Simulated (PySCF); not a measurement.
# CH₈GeOSi: geometry, electronic excitations

Wanted: the electronic excitations of CH₈GeOSi (`C[O][GeH2][SiH3]`), by calculation.

Computed with PySCF 2.14.0, with density-fitted response routines of our own, on a single molecule in the gas phase. Atoms are numbered from 0 throughout.

### 1 The starting structure

12 atoms, charge 0, multiplicity 1; geometry from: GFN2-xTB. The atoms were then displaced at random by about 0.01 Å, so the start is not that level's minimum.

Bonds of the start (Å): C0–O1 1.44, O1–Ge2 1.79, Ge2–Si3 2.29, C0–H4 1.10, C0–H5 1.06, C0–H6 1.10, Ge2–H7 1.54, Ge2–H8 1.56, Si3–H9 1.49, Si3–H10 1.45, Si3–H11 1.48.

### 2 Geometry optimisation at PBE0-D3(BJ)/def2-SVP

Job settings and geometry (Å):

```
{"job": {"xc": "PBE0", "basis": "def2-SVP", "d3": "d3bj", "grid": 1, "shake": 0.01, "kind": "geom"}, "charge": 0, "multiplicity": 1}
C      2.251180     0.417770     0.101730
O      0.822600     0.542750     0.022260
Ge    -0.334370    -0.820220     0.009350
Si    -2.320360     0.314620    -0.148320
H      2.666520     0.787660    -0.850430
H      2.563280    -0.575380     0.275600
H      2.597020     1.074630     0.913520
H      0.175140    -1.754480    -1.102110
H      0.037260    -1.640950     1.280200
H     -3.351050    -0.564570    -0.762190
H     -2.227950     1.520310    -0.943150
H     -2.839560     0.669590     1.194510
```

Started as:

```
$ OMP_NUM_THREADS=1 python probes_run.py task.json out
```

This one command runs all jobs of the session in turn.

**Question.** This job is followed by: TDDFT PBE0/def2-TZVPD, vertical, gas phase, core orbitals frozen in the response. What will the session give for the following? rotational constants (main isotopes); lowest singlet (PBE0/def2-TZVPD); brightest single state of those computed; lowest triplet.

The runs gave:

```
                                quantity                         value
    rotational constants (main isotopes)          8.34, 1.80, 1.55 GHz
        lowest singlet (PBE0/def2-TZVPD)   5.95 eV (208 nm), f = 0.000
brightest single state of those computed  state 10, 7.57 eV, f = 0.214
                          lowest triplet                       5.64 eV
```

**Reading.** The optimisation took 14 steps and gained 0.330 eV; among the close pairs (by a distance rule), Ge2–Si3 changed most, from 2.293 to 2.378 Å. The first singlet state (HOMO→LUMO 0.96) lies at 5.95 eV and is dark; of the 10 states computed, the strongest absorption comes from state 10 at 7.57 eV (the last computed, so partners may be missing). The lowest triplet lies 0.32 eV below the lowest singlet (triplets in Tamm-Dancoff, singlets in full TDDFT).
